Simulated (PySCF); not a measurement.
**Hf⁺: dipole response in aug-cc-pVTZ-PP plus 1 even-tempered diffuse shell per l with ECP60**

Aim: the static polarisability and the C₆ coefficient of Hf⁺, method by method.

Method: unrestricted determinants in a Gaussian basis, no spin-orbit coupling in the energies. Code: PySCF 2.14.0.

## 1. The system

- Element: hafnium (Z = 72)
- Basis: aug-cc-pVTZ-PP with one added diffuse shell each of s, p, d, f, g type with ECP60MDF (7s7p6d4f3g, 113 functions)
- Hamiltonian: a scalar-relativistic core potential
- State 1: Hf⁺: [Xe] 4f14 5d1 6s2, 2D determinant
- Methods: CAM-B3LYP

Outer shells as boxes (Hund's rule):

Hf+ [Xe] 4f14 5d1 6s2
```
[Xe] core
4f [↑↓][↑↓][↑↓][↑↓][↑↓][↑↓][↑↓]
5d [↑ ][  ][  ][  ][  ]
6s [↑↓]
```

One driver process ran all states and methods and kept the integrals in memory. Each run is shown as a PySCF script that sums up its settings (the driver passes frozen orbitals as a list and adds second-order terms of double hybrids); the logs are those of the runs themselves. The driver starts from symmetry-adapted Hartree-Fock orbitals, holds the occupation by maximum overlap and uses a logarithmic radial grid for functionals, so a plain start would take other cycles.

The integrals over 113 functions and the set-up took 1.7 s of CPU time.

## 2. Hf⁺: CAM-B3LYP

**CAM-B3LYP**

input.py reads:

```python
from pyscf import gto, scf, dft, mp, cc
import basis_set_exchange as bse
txt = bse.get_basis("aug-cc-pVTZ-PP", elements=["Hf"], fmt="nwchem", header=False, augment_diffuse=1)
cut = txt.index("\nECP")
mol = gto.M(atom="Hf 0 0 0", charge=1, spin=1, symmetry="D2h",
            basis=gto.basis.parse(txt[:cut]),
            ecp={"Hf": gto.basis.parse_ecp(txt[cut:])})
mf = dft.UKS(mol, xc="CAMB3LYP")
mf.irrep_nelec = {'Ag': (2, 2), 'B1g': (1, 0), 'B1u': (1, 1), 'B2u': (1, 1), 'B3u': (1, 1)}
mf.kernel()
```

The log of the run:

```text
damping factor = 0
level_shift factor = 0
DIIS = <class 'pyscf.scf.diis.CDIIS'>
diis_start_cycle = 1
diis_space = 10
diis_damp = 0
SCF conv_tol = 1e-09
SCF conv_tol_grad = None
number electrons alpha = 6  beta = 5
XC functionals = CAMB3LYP
    T. Yanai, D. P. Tew, and N. C. Handy.,  Chem. Phys. Lett. 393, 51 (2004)
cycle= 1 E= -48.147638980634  delta_E= -0.00568  |g|= 0.0188  |ddm|= 0.187
cycle= 2 E= -48.1485761704076  delta_E= -0.000937  |g|= 0.00932  |ddm|= 0.0612
cycle= 3 E= -48.1491903713912  delta_E= -0.000614  |g|= 0.00807  |ddm|= 0.0458
cycle= 4 E= -48.1500142521986  delta_E= -0.000824  |g|= 0.00718  |ddm|= 0.0652
cycle= 5 E= -48.1511359193791  delta_E= -0.00112  |g|= 0.00649  |ddm|= 0.0976
cycle= 6 E= -48.1529021960113  delta_E= -0.00177  |g|= 0.00385  |ddm|= 0.242
cycle= 7 E= -48.1529370273632  delta_E= -3.48e-05  |g|= 0.00135  |ddm|= 0.0217
cycle= 8 E= -48.1529191986886  delta_E= 1.78e-05  |g|= 0.00178  |ddm|= 0.0208
cycle= 9 E= -48.1529409960999  delta_E= -2.18e-05  |g|= 0.000749  |ddm|= 0.0166
cycle= 10 E= -48.1529452253232  delta_E= -4.23e-06  |g|= 0.000236  |ddm|= 0.00833
cycle= 11 E= -48.1529456139313  delta_E= -3.89e-07  |g|= 1.92e-05  |ddm|= 0.00312
cycle= 12 E= -48.1529456159579  delta_E= -2.03e-09  |g|= 2.34e-06  |ddm|= 0.000206
cycle= 13 E= -48.1529456159956  delta_E= -3.77e-11  |g|= 6.62e-07  |ddm|= 4.44e-05
converged SCF energy = -48.1529456159956  <S^2> = 1.1559306  2S+1 = 2.3714389
```

CPU time 66 s on a shared host, the integrals not counted.

Orbital energies by shell (radii are means over both spins):

```csv
shell,electrons,mean orbital energy (eV),spread (eV),rms radius (bohr)
5s α,1,-79.600,0,1.22
5s β,1,-79.162,0,1.22
5p α,3,-47.547,0.180,1.44
5p β,3,-46.920,0.876,1.44
5d α,1,-13.525,0,2.37
6s α,1,-13.492,0,3.27
6s β,1,-13.385,0,3.27
```

⟨S²⟩ = 1.156, ⟨L²⟩ = 7.48.

The driver then solved the coupled dipole response at imaginary frequencies: mean α = 53.16 bohr³ (xx, yy, zz: 52.29, 52.29, 54.88), C₆ = 516.3 au for a like pair.

⟨L²⟩ = 7.48 against 6 for a pure D term, so this real determinant mixes terms. Energies and moments cover only the electrons outside the core potential. Spin-orbit coupling, absent here, splits the open shell strongly. ⟨S²⟩ = 1.16 against 0.75 shows spin contamination.

Radial density 4πr²ρ of Hf⁺ at CAM-B3LYP, the electrons outside the core potential:

```csv
r (bohr),density,spin density
0.249,0.000165,0.000
0.419,0.0392,0.001
0.704,3.01,0.033
1.18,8.73,0.317
1.99,2.74,0.460
3.35,0.831,0.166
5.64,0.0717,0.009
9.48,0.000218,0.000
```

## 3. Polarisabilities and C₆

Hf⁺, in atomic units:

```csv
method,mean α,C₆ (like pair),S(−4)
CAM-B3LYP,53.16,516.3,1137
```

α(iu) at CAM-B3LYP:

```csv
u (hartree),α(iu) (bohr³)
0,53.16
0.0500,50.48
0.100,44.06
0.200,30.10
0.300,20.66
0.500,11.51
0.750,7.009
1.00,4.900
1.50,2.896
2.00,1.932
3.00,1.027
5.00,0.4211
```

## 4. Summary of results

| quantity | value |
| --- | --- |
| α of Hf⁺ | 53.16 (CAM-B3LYP) bohr³ |

A single London oscillator with the computed α and C₆ of Hf⁺ at CAM-B3LYP would have ω = 4 C₆ / (3 α²) = 0.244 hartree. All values hold for this basis alone; no basis-set limit was taken.
